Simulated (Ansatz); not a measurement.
# Pd: the cost of one run

Computed with Ansatz 0.2.0 (DFT LDA, scalar-relativistic, plane waves, PAW, unless a step's input says otherwise).

**1. The structure to begin with**

It takes space group Fm-3m (No. 225, cubic). Conventional cell: a = 3.893 Å, b = 3.893 Å, c = 3.893 Å, α = 90.00°, β = 90.00°, γ = 90.00°. Pd (site symmetry m-3m) is surrounded by 12 Pd at 2.75 Å.

Structure file:

```
Pd
1.0
     0.00000    1.94650    1.94650
     1.94650    0.00000    1.94650
     1.94650    1.94650    0.00000
Pd
1
Direct
  0.00000 0.00000 0.00000
```

The structure rests on an entry of the Crystallography Open Database; cell or positions may have been set otherwise for this series.

**2. Relaxing cell and atoms: Pd, no spin**

File input.yaml:

```yaml
crystal:
  lattice:
    - [0.0, 1.9465, 1.9465]
    - [1.9465, 0.0, 1.9465]
    - [1.9465, 1.9465, 0.0]
  atoms:
    - { symbol: Pd, position: [0.0, 0.0, 0.0] }
scf:
  occupations: { method: methfessel_paxton, width: 0.1 }
output:
  forces: true
  stress: true
  eigenvalues: true
kpoints:
  mp_grid: { grid: [20, 20, 20] }
hamiltonian:
  xc: lda
relax:
  f_tol: 0.01
  adjacent_minimum: "off"
  cell: { stress_tol: 0.05 }
```

On the command line:

```sh
$ ansatz run input.yaml --threads 1 --pin off --max-ram 3072MiB --backend cpu --events-out ev --progress --plain --runs-dir out
```

Q: Estimate wall time and peak memory on 1 thread of Intel Xeon 6975P-C (Granite Rapids), shared host.

About 13 s, with a peak of 0.38 GiB.
